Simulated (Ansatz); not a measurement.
**WC (P-6m2): equation of state with a fit in Python**

Wanted for WC (P-6m2): an equation of state with a fit.

All numbers are computed with the Python package of Ansatz 0.2.0. Level of theory: DFT PBEsol, plane waves, PAW.

## 1. The structure

It takes space group P-6m2 (No. 187, hexagonal). Conventional cell: a = 2.907 Å, b = 2.907 Å, c = 2.837 Å, α = 90.00°, β = 90.00°, γ = 120.00°. Around W (site symmetry -6m2) lie 6 C at 2.20 Å. Around C (site symmetry -6m2) lie 6 W at 2.20 Å.

No structure file is read: the coordinates are typed or built in the script.

## 2. Script

The input, wc.py:

```python
"""Equation of state of WC."""

import ansatz
from ase.eos import EquationOfState
from ase.units import GPa
import numpy as np

vectors0 = np.array([
    [2.9065, 0.0, 0.0],
    [-1.45325, 2.5171, 0.0],
    [0.0, 0.0, 2.8366],
])
sites = [
    ("W", (0.0, 0.0, 0.0)),
    ("C", (2 / 3, 1 / 3, 0.5)),
]


def make_crystal(cell):
    crystal = ansatz.Crystal(lattice=ansatz.Lattice.of(cell))
    for symbol, position in sites:
        crystal = crystal.atom(symbol, position)
    return crystal

# uniform scaling of the cell
volumes, energies, pressures = [], [], []
for scale in np.linspace(0.9, 1.1, 9):
    cell = vectors0 * scale ** (1 / 3)
    calc = (
        make_crystal(cell).calculation()
        .functional("pbesol")
        .pseudopotentials("paw")
        .occupations(ansatz.OccupationsMethod.FERMI_DIRAC, width=0.05)
        .basis(500)
        .kpoints(11, 11, 10)
        .stress()
    )
    r = calc.run(threads=1).report
    volumes.append(abs(np.linalg.det(cell)) / len(sites))
    energies.append(r["free_energy_ev"] / len(sites))
    pressures.append(np.trace(r["stress_gpa"]) / 3)
    print(f"V = {volumes[-1]:8.4f} A^3/atom  F = {energies[-1]:.5f} eV/atom  P = {pressures[-1]:8.3f} GPa")

eos = EquationOfState(volumes, energies, eos="murnaghan")
v0, e0, bulk = eos.fit()
print(f"V0 = {v0:.4f} A^3/atom, E0 = {e0:.5f} eV/atom, B = {bulk / GPa:.1f} GPa")
```

## 3. The run

Started as:

```console
$ python wc.py
```

**Question.** Estimate the equilibrium volume and the bulk modulus.

**Answer**, as computed:

```
                      quantity            value
                 runs compared                9
               range of energy  131.32 meV/atom
lowest point, volume (Å³/atom)           10.376
      equilibrium volume (fit)    10.29 Å³/atom
            bulk modulus (fit)          409 GPa
```

In words: A third-order Birch-Murnaghan fit through the 9 points has its minimum at 10.29 Å³ an atom, 0.9 % below the typed cell, with a bulk modulus of 409 GPa and dB/dP = 4.2. From that minimum the energy rises by 132.3 meV an atom on the compressed side and 131.5 meV on the expanded side. What to keep in mind:
- No spin polarisation was allowed.
- Shape and fractional positions are held along the curve, so the bulk modulus is an upper value where they are free to relax.
- The mesh is modest for a metal, so energies can be off by several to tens of meV an atom and pressures by half a GPa or more; differences at equal mesh fare better.
- Pressure is positive in compression.
- Spin-orbit coupling, which matters for elements this heavy, is left out.
